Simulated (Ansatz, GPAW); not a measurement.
# NaGeCl$_{3}$ with GLLB-SC from a Python script

These are simulated results from GPAW 26.7.0, not measurements. The cell was built from a prototype and was relaxed with r2SCAN in plane waves (Ansatz 0.2.0). It may be hypothetical. All runs are without spin polarisation.

It is cubic, Pm-3m (No. 221); conventional cell a = 5.191 Å, 27.97 Å³ an atom. Around Na lie 12 Cl at 3.67 Å; around Ge lie 6 Cl at 2.60 Å; around Cl lie 2 Ge at 2.60 Å and 4 Na at 3.67 Å.

GLLB-SC is a model potential. Its fundamental gap is the Kohn-Sham gap plus a derivative discontinuity, which the script evaluates at the band edges among the listed k points. Its total energy isn't variational and serves nothing here.

Input script:

```python
import json
from ase import Atoms
from gpaw import GPAW, PW, FermiDirac

atoms = Atoms(['Na', 'Ge', 'Cl', 'Cl', 'Cl'],
              cell=[[5.19087047, 0.0, 0.0], [0.0, 5.19087047, 0.0], [0.0, 0.0, 5.19087047]],
              scaled_positions=[[0.0, 0.0, 0.0], [0.5, 0.5, 0.5], [0.5, 0.5, 0.0], [0.5, 0.0, 0.5], [0.0, 0.5, 0.5]],
              pbc=True)
calc = GPAW(mode=PW(400), xc='GLLBSC', kpts={'size': (4, 4, 4), 'gamma': True},
            occupations=FermiDirac(0.02), maxiter=100, legacy_gpaw=True, txt='gpaw.txt')
atoms.calc = calc
res = {'energy': atoms.get_potential_energy(force_consistent=True)}
res['electrons'] = calc.get_number_of_electrons()
res['k'] = calc.get_ibz_k_points().tolist()
res['levels'] = [calc.get_eigenvalues(kpt=i).tolist() for i in range(len(res['k']))]
points = [[0.0, 0.0, 0.0], [0.0, 0.5, 0.0], [0.5, 0.5, 0.0], [0.5, 0.5, 0.5]]
bands = calc.fixed_density(kpts=points, symmetry='off', nbands=round(res['electrons']) // 2 + 6, convergence={'bands': -2}, txt='bands.txt')
res['points'] = [bands.get_eigenvalues(kpt=i).tolist() for i in range(len(points))]
homo, lumo = bands.get_homo_lumo()
potential = calc.hamiltonian.xc.response.calculate_discontinuity_potential(homo, lumo)
res['discontinuity'] = bands.hamiltonian.xc.response.calculate_discontinuity(potential)
json.dump(res, open('results.json', 'w'))
print('free energy (eV):', round(res['energy'], 5))
```

Command: `python run.py`. It took 19 s on 1 thread of Arm Neoverse V1, on a shared host, peak memory 0.19 GiB.

The log gpaw.txt, trimmed of paths, versions and times, then the last line on the terminal. An iter line gives the energy in eV and the logarithms of the changes of orbitals (plane waves alone) and density (c: converged):

```
___ ___ ___ _ _ _
 |   |   |_  | | | |

 | | | | | . | | | |

 |__ |  _|___|_____|  26.7.0
 |___|_|

Input parameters:
  kpts: {gamma: True,
         size: (4, 4, 4)}
  maxiter: 100
  mode: {ecut: 400.0,
         name: pw}
  occupations: {fixmagmom: False,
                name: fermi-dirac,
                width: 0.02}
  xc: GLLBSC

System changes: positions, numbers, cell, pbc, initial_charges, initial_magmoms

Initialize ...

species:
  Na:
    name:    Sodium
    Z:       11.0
    valence: 7
    core:    4
    charge:  0.0  # [|e|]
    compensation charges:
      type: gauss
      rc: 0.37  # [Å]
      lmax: 2
    cutoffs:
      filter: 2.17  # [Å]
      core: 2.51  # [Å]
    projectors
    | kind |    occ | energy [eV] | rcut [Å] |

    |------|--------|-------------|----------|

    |   3s |  1.000 |      -3.912 |    1.201 |

    |   2p |  6.000 |     -30.109 |    1.217 |

    |   3p |  0.000 |      -2.230 |    1.217 |

    |    s |        |      23.299 |    1.201 |

    |    d |        |       0.000 |    1.238 |

    Using partial waves for Na as LCAO basis

  Ge:
    name:    Germanium
    Z:       32.0
    valence: 4
    core:    28
    charge:  0.0  # [|e|]
    compensation charges:
      type: gauss
      rc: 0.32  # [Å]
      lmax: 2
    cutoffs:
      filter: 1.77  # [Å]
      core: 3.42  # [Å]
    projectors
    | kind |    occ | energy [eV] | rcut [Å] |

    |------|--------|-------------|----------|

    |   4s |  2.000 |     -13.001 |    1.005 |

    |   4p |  2.000 |      -5.408 |    1.005 |

    |    s |        |      14.211 |    1.005 |

    |    p |        |      21.803 |    1.005 |

    |    d |        |       0.000 |    1.005 |

    Using partial waves for Ge as LCAO basis

  Cl:
    name:    Chlorine
    Z:       17.0
    valence: 7
    core:    10
    charge:  0.0  # [|e|]
    compensation charges:
      type: gauss
      rc: 0.25  # [Å]
      lmax: 2
    cutoffs:
      filter: 1.40  # [Å]
      core: 1.49  # [Å]
    projectors
    | kind |    occ | energy [eV] | rcut [Å] |

    |------|--------|-------------|----------|

    |   3s |  2.000 |     -24.525 |    0.794 |

    |   3p |  5.000 |     -12.463 |    0.794 |

    |    s |        |       2.686 |    0.794 |

    |    p |        |      14.748 |    0.794 |

    |    d |        |       0.000 |    0.794 |

    Using partial waves for Cl as LCAO basis

Reference energy: -99069.286481  # eV

Spin-paired calculation

Convergence criteria:
 Maximum [total energy] change in last 3 cyles: 0.0005 eV / valence electron
 Maximum integral of absolute [dens]ity change: 0.0001 electrons / valence electron
 Maximum integral of absolute [eigenst]ate change: 4e-08 eV^2 / valence electron
 Maximum number of scf [iter]ations: 100
 (Square brackets indicate name in SCF output, whereas a 'c' in
 the SCF output indicates the quantity has converged.)

Symmetries present (total): 48

  ( 1  0  0)  ( 1  0  0)  ( 1  0  0)  ( 1  0  0)  ( 1  0  0)  ( 1  0  0)
  ( 0  1  0)  ( 0  1  0)  ( 0  0  1)  ( 0  0  1)  ( 0  0 -1)  ( 0  0 -1)
  ( 0  0  1)  ( 0  0 -1)  ( 0  1  0)  ( 0 -1  0)  ( 0  1  0)  ( 0 -1  0)

  ( 1  0  0)  ( 1  0  0)  ( 0  1  0)  ( 0  1  0)  ( 0  1  0)  ( 0  1  0)
[... 20 lines left out ...]
  ( 0  0 -1)  ( 0  0 -1)  (-1  0  0)  (-1  0  0)  ( 0  1  0)  ( 0  1  0)
  ( 1  0  0)  (-1  0  0)  ( 0  0  1)  ( 0  0 -1)  ( 0  0  1)  ( 0  0 -1)

  (-1  0  0)  (-1  0  0)  (-1  0  0)  (-1  0  0)  (-1  0  0)  (-1  0  0)
  ( 0  0  1)  ( 0  0  1)  ( 0  0 -1)  ( 0  0 -1)  ( 0 -1  0)  ( 0 -1  0)
  ( 0  1  0)  ( 0 -1  0)  ( 0  1  0)  ( 0 -1  0)  ( 0  0  1)  ( 0  0 -1)

64 k-points: 4 x 4 x 4 Monkhorst-Pack grid + [1/8,1/8,1/8]
10 k-points in the irreducible part of the Brillouin zone
       k-points in crystal coordinates                weights
   0:     0.00000000    0.00000000    0.00000000          1/64
   1:     0.25000000    0.00000000    0.00000000          6/64
   2:     0.25000000    0.25000000    0.00000000         12/64
   3:     0.25000000    0.25000000    0.25000000          8/64
   4:     0.50000000    0.00000000    0.00000000          3/64
   5:     0.50000000    0.25000000    0.00000000         12/64
   6:     0.50000000    0.25000000    0.25000000         12/64
   7:     0.50000000    0.50000000    0.00000000          3/64
   8:     0.50000000    0.50000000    0.25000000          6/64
   9:     0.50000000    0.50000000    0.50000000          1/64

Wave functions: Plane wave expansion
  Cutoff energy: 400.000 eV
  Number of coefficients (min, max): 2512, 2560
  Pulay-stress correction: 0.000000 eV/Ang^3 (de/decut=0.000000)
  Using FFTW library
  ScaLapack parameters: grid=1x1, blocksize=None
  Wavefunction extrapolation:
    Improved wavefunction reuse through dual PAW basis

Occupation numbers: Fermi-Dirac:
  width: 0.0200  # eV

Eigensolver
   Davidson(niter=2)

Densities:
  Coarse grid: 24*24*24 grid
  Fine grid: 48*48*48 grid
  Total Charge: 0.000000

Density mixing:
  Method: separate
  Backend: msr1
  Linear mixing parameter: 0.05
  old densities: 10
  Width of damping distribution: 1.1
  Damping of long wavelength oscillations: 20

Hamiltonian:
  XC and Coulomb potentials evaluated on a 48*48*48 grid
  Using the GLLBSC Exchange-Correlation functional
  External potential:
    NoExternalPotential

XC parameters: GLLBSC functional being used consists of
  -----------------------------------------------------------------------
  | Weight | Module     | Description                                   |

  -----------------------------------------------------------------------
  |  1.000 | SCREENING  | GGA_X_PBE_SOL with 2 nearest neighbor stencil |

  |  1.000 | RESPONSE   | eps=0.0500 eV                                 |

  |  1.000 | XC         | GGA_C_PBE_SOL with 2 nearest neighbor stencil |

  -----------------------------------------------------------------------

Memory estimate:
  Process memory now: 110.12 MiB
  Calculator: 26.77 MiB
    Density: 8.91 MiB
      Arrays: 2.74 MiB
      Localized functions: 4.06 MiB
      Mixer: 2.11 MiB
    Hamiltonian: 1.90 MiB
      Arrays: 1.79 MiB
      XC: 0.00 MiB
      Poisson: 0.00 MiB
      vbar: 0.11 MiB
    Wavefunctions: 15.95 MiB
      Arrays psit_nG: 8.98 MiB
      Eigensolver: 1.18 MiB
      Projections: 0.23 MiB
      Projectors: 4.65 MiB
      PW-descriptor: 0.92 MiB

Total number of cores used: 1

Number of atoms: 5
Number of atomic orbitals: 23
Number of bands in calculation: 23
Number of valence electrons: 32
Bands to converge: occupied

... initialized

Initializing position-dependent things.

Density initialized from atomic densities
Creating initial wave functions:
  23 bands from LCAO basis set

    .------------.
   /|            |

  / |            |

 *  |            |

 | Cl    Ge      |

 |  |            |

 |  .---Cl-------.
 | /     Cl     /
 |/            /
 Na-----------*
Positions:
   0 Na     0.000000    0.000000    0.000000    ( 0.0000,  0.0000,  0.0000)
   1 Ge     2.595435    2.595435    2.595435    ( 0.0000,  0.0000,  0.0000)
   2 Cl     2.595435    2.595435    0.000000    ( 0.0000,  0.0000,  0.0000)
   3 Cl     2.595435    0.000000    2.595435    ( 0.0000,  0.0000,  0.0000)
   4 Cl     0.000000    2.595435    2.595435    ( 0.0000,  0.0000,  0.0000)

Unit cell:
           periodic     x           y           z      points  spacing
  1. axis:    yes    5.190870    0.000000    0.000000    24     0.2163
  2. axis:    yes    0.000000    5.190870    0.000000    24     0.2163
  3. axis:    yes    0.000000    0.000000    5.190870    24     0.2163

  Lengths:   5.190870   5.190870   5.190870
  Angles:   90.000000  90.000000  90.000000

Effective grid spacing dv^(1/3) = 0.2163

iter:   1   -20.374807
iter:   2   -20.404723   -1.07  -1.10
iter:   3   -17.930007   -1.30  -1.07
iter:   4   -17.537833   -2.09  -1.36
iter:   5   -17.764781   -1.90  -1.34
iter:   6   -17.143236   -2.72  -1.71
iter:   7   -17.186811   -3.64  -2.64
iter:   8   -17.189775   -4.32  -2.56
iter:   9   -17.202240c  -5.26  -3.20
iter:  10   -17.198271c  -6.22  -3.74
iter:  11   -17.202091c  -6.31  -3.66
iter:  12   -17.203202c  -6.79  -4.12c
iter:  13   -17.202924c  -7.70c -4.44c

Converged after 13 iterations.

Energy contributions relative to reference atoms: (reference = -99069.286481)

Kinetic:        +86.853439
Potential:      -81.662777
External:        +0.000000
XC:             -23.033339
Entropy (-ST):   -0.000000
Local:           +0.639753
SIC:             +0.000000
--------------------------
Free energy:    -17.202924
Extrapolated:   -17.202924

GLLBSC response reference energy: 2.42066 eV (from HOMO)

Showing only first 2 kpts
 Kpt  Band  Eigenvalues  Occupancy
  0    14     -1.23648    2.00000
  0    15     -1.23648    2.00000
  0    16      5.43597    0.00000
  0    17      8.22997    0.00000

  1    14     -1.27453    2.00000
  1    15     -0.95294    2.00000
  1    16      5.98645    0.00000
  1    17      6.30126    0.00000

Fermi level: 3.01395

Gap: 1.003 eV
Transition (v -> c):
  (s=0, k=9, n=15, [0.50, 0.50, 0.50]) -> (s=0, k=9, n=16, [0.50, 0.50, 0.50])
No difference between direct/indirect transitions

free energy (eV): -17.20292
```

The gap in the log is over the mesh alone; results.json adds the listed points. GLLB-SC gives a gap of 1.34 eV (1.003 eV Kohn-Sham over the listed points plus 0.342 eV discontinuity). On the same cell, plane-wave PBE (Ansatz, 6×6×6 k points and the special points) gives a gap of 0.67 eV and r2SCAN a gap of 0.77 eV; on shared hosts these took about 7.5 and 19 core-seconds on the 5-atom cell, against 19 for the script. Semilocal gaps usually lie below measured ones.

Spin-orbit coupling is left out.
